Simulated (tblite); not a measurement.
# C5H14O2Si2: the cost of one run

Programs: tblite 0.8.0 and PySCF 2.14.0, with density-fitted response routines of our own. Each step states its level of theory. These are calculated values for one molecule in the gas phase, unless marked as measured. Atoms count from 0, in the outputs and in this text.

**1. Starting geometry**

23 atoms, charge 0, multiplicity 1; geometry from: force field or distance geometry start.

Bonds of the start (Å): C0–C1 1.51, C1–O2 1.23, C1–C3 1.52, C3–O4 1.43, O4–C5 1.45, C5–Si6 1.88, Si6–C7 1.85, Si6–Si8 2.30, C0–H9 1.09, C0–H10 1.09, C0–H11 1.10, C3–H12 1.11, C3–H13 1.09, C5–H14 1.10, C5–H15 1.08, Si6–H16 1.50, C7–H17 1.10, C7–H18 1.09, C7–H19 1.10, Si8–H20 1.48, Si8–H21 1.49, Si8–H22 1.49.

**2. Relaxing the molecule with GFN2-xTB**

What the job is given:

```
{"job": {"kind": "relax", "xc": "GFN2-xTB", "basis": "xTB"}, "charge": 0, "multiplicity": 1}
C      3.179900     0.074100     1.562400
C      2.986500    -0.187500     0.083300
O      3.651600     0.412200    -0.754600
C      1.977200    -1.255800    -0.297900
O      0.680200    -1.032100     0.250700
C     -0.047700    -0.025800    -0.488200
Si    -1.743600     0.385200     0.205000
C     -2.817700    -1.117700     0.283500
Si    -2.696900     1.928700    -1.212200
H      3.970500     0.803500     1.712400
H      3.438200    -0.851700     2.073700
H      2.243400     0.480700     1.982000
H      2.336600    -2.213500     0.122200
H      1.941500    -1.364400    -1.382600
H      0.545700     0.905800    -0.499000
H     -0.165200    -0.370400    -1.506500
H     -1.607800     0.969900     1.577100
H     -3.821800    -0.885300     0.661000
H     -2.944300    -1.572100    -0.704100
H     -2.386600    -1.878600     0.946500
H     -2.818600     1.355400    -2.571900
H     -1.853600     3.152300    -1.283500
H     -4.052500     2.314000    -0.721600
```

On the command line:

```
$ OMP_NUM_THREADS=1 python probes_run.py task.json out
```

This one command runs all jobs of the session in turn.

**Question.** How long does this first job take on 1 thread of Arm Neoverse N1, shared host?

About 2 s.
